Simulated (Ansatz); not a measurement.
# FH6NSi2: the cost of one run

All numbers below are computed with Ansatz 0.2.0 (RKS r2SCAN-D4/def2-SVP).

## (1) Starting point

Bond lengths: N1–Si2 1.644 Å, Si2–F3 1.607 Å, Si2–Si4 2.313 Å, N1–H5 1.060 Å, N1–H6 1.049 Å, Si2–H7 1.511 Å, Si4–H8 1.523 Å, Si4–H9 1.417 Å, Si4–H10 1.482 Å. Angles (14 of 15 angles, heavy atoms first): N1–Si2–F3 103.8°, N1–Si2–Si4 115.8°, F3–Si2–Si4 112.2°, N1–Si2–H7 105.3°, F3–Si2–H7 109.7°, Si4–Si2–H7 109.7°, Si2–N1–H5 109.8°, Si2–N1–H6 111.3°, Si2–Si4–H8 108.3°, Si2–Si4–H9 112.2°, Si2–Si4–H10 111.4°, H5–N1–H6 101.4°, H8–Si4–H9 106.8°, H8–Si4–H10 106.1°.

Coordinates:

```xyz
10

N    -0.4441    1.7243    0.0313
Si    0.2348    0.3498    0.6264
F    -0.6482    0.0187    1.9277
Si    0.3382   -1.4382   -0.8380
H    -1.4934    1.5978   -0.0552
H    -0.3858    2.5089    0.7255
H     1.6320    0.7454    1.0453
H    -1.0807   -1.7828   -1.2723
H     1.0610   -1.1237   -2.0157
H     0.8692   -2.6513   -0.1720
```

## (2) End point A

Input file input.yaml:

```yaml
crystal:
  periodic: [false, false, false]
  atoms:
    - { symbol: "N", position_ang: [-0.4441, 1.7243, 0.0313] }
    - { symbol: Si, position_ang: [0.2348, 0.3498, 0.6264] }
    - { symbol: F, position_ang: [-0.6482, 0.0187, 1.9277] }
    - { symbol: Si, position_ang: [0.3382, -1.4382, -0.838] }
    - { symbol: H, position_ang: [-1.4934, 1.5978, -0.0552] }
    - { symbol: H, position_ang: [-0.3858, 2.5089, 0.7255] }
    - { symbol: H, position_ang: [1.632, 0.7454, 1.0453] }
    - { symbol: H, position_ang: [-1.0807, -1.7828, -1.2723] }
    - { symbol: H, position_ang: [1.061, -1.1237, -2.0157] }
    - { symbol: H, position_ang: [0.8692, -2.6513, -0.172] }
basis:
  gaussian: { orbitals: def2-SVP }
hamiltonian:
  xc: r2scan
  dispersion: d4
relax:
  f_tol: 0.015
  max_steps: 40
```

Launch:

```
$ ansatz run input.yaml --threads 2 --pin off --max-ram 3072MiB --backend cpu --events-out ev --progress --plain --runs-dir out
```

**Question.** How long does this run take on 2 threads of Arm Neoverse V1, shared host, and how much memory does it need?

About 23 s, with a peak of 0.15 GiB.
